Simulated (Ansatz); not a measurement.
# C2H8OSi: the cost of one run

Program: Ansatz 0.2.0. Level of theory: RKS B3LYP/6-31G*. These are calculated values, not measurements.

## 1. Starting point

Bond lengths: Si1–H2 1.460 Å, Si1–O3 1.680 Å, O3–H4 1.010 Å, Si1–C5 1.869 Å, C5–H6 1.110 Å, C5–H7 1.110 Å, C5–H8 1.110 Å, Si1–C9 1.869 Å, C9–H10 1.110 Å, C9–H11 1.110 Å, C9–H12 1.110 Å. Angles (14 of 19 angles, heavy atoms first): O3–Si1–C5 109.5°, O3–Si1–C9 109.5°, C5–Si1–C9 109.5°, H2–Si1–O3 109.4°, H2–Si1–C5 109.5°, H2–Si1–C9 109.5°, Si1–O3–H4 109.5°, Si1–C5–H6 109.5°, Si1–C5–H7 109.5°, Si1–C5–H8 109.5°, Si1–C9–H10 109.5°, Si1–C9–H11 109.5°, Si1–C9–H12 109.5°, H6–C5–H7 109.4°.

Coordinates:

```xyz
12

Si    0.0000    0.0000    0.0000
H     0.0000    0.0000    1.4600
O     1.5842    0.0000   -0.5594
H     1.9006   -0.9521   -0.6761
C    -0.8808    1.5259   -0.6227
H    -1.9334    1.2723   -0.8671
H    -0.8624    2.3106    0.1622
H    -0.3704    1.9025   -1.5336
C    -0.8808   -1.5259   -0.6227
H    -1.3804   -2.0377    0.2261
H    -1.6409   -1.2332   -1.3768
H    -0.1449   -2.2146   -1.0879
```

## 2. Preparing the start

Contents of input.yaml:

```yaml
crystal:
  periodic: [false, false, false]
  atoms:
    - { symbol: Si, position_ang: [0.0, 0.0, 0.0] }
    - { symbol: H, position_ang: [0.0, 0.0, 1.46] }
    - { symbol: O, position_ang: [1.5842, 0.0, -0.5594] }
    - { symbol: H, position_ang: [1.9006, -0.9521, -0.6761] }
    - { symbol: C, position_ang: [-0.8808, 1.5259, -0.6227] }
    - { symbol: H, position_ang: [-1.9334, 1.2723, -0.8671] }
    - { symbol: H, position_ang: [-0.8624, 2.3106, 0.1622] }
    - { symbol: H, position_ang: [-0.3704, 1.9025, -1.5336] }
    - { symbol: C, position_ang: [-0.8808, -1.5259, -0.6227] }
    - { symbol: H, position_ang: [-1.3804, -2.0377, 0.2261] }
    - { symbol: H, position_ang: [-1.6409, -1.2332, -1.3768] }
    - { symbol: H, position_ang: [-0.1449, -2.2146, -1.0879] }
basis:
  gaussian: { orbitals: "6-31G*" }
hamiltonian:
  xc: b3lyp
relax:
  f_tol: 0.02
  max_steps: 40
```

Launch:

```console
> ansatz run input.yaml --threads 1 --pin off --max-ram 2048MiB --backend cpu --events-out ev --progress --plain --runs-dir out
```

What time and memory should one allow on 1 thread of Arm Neoverse V1, shared host?

About 48 s, with a peak of 0.16 GiB.
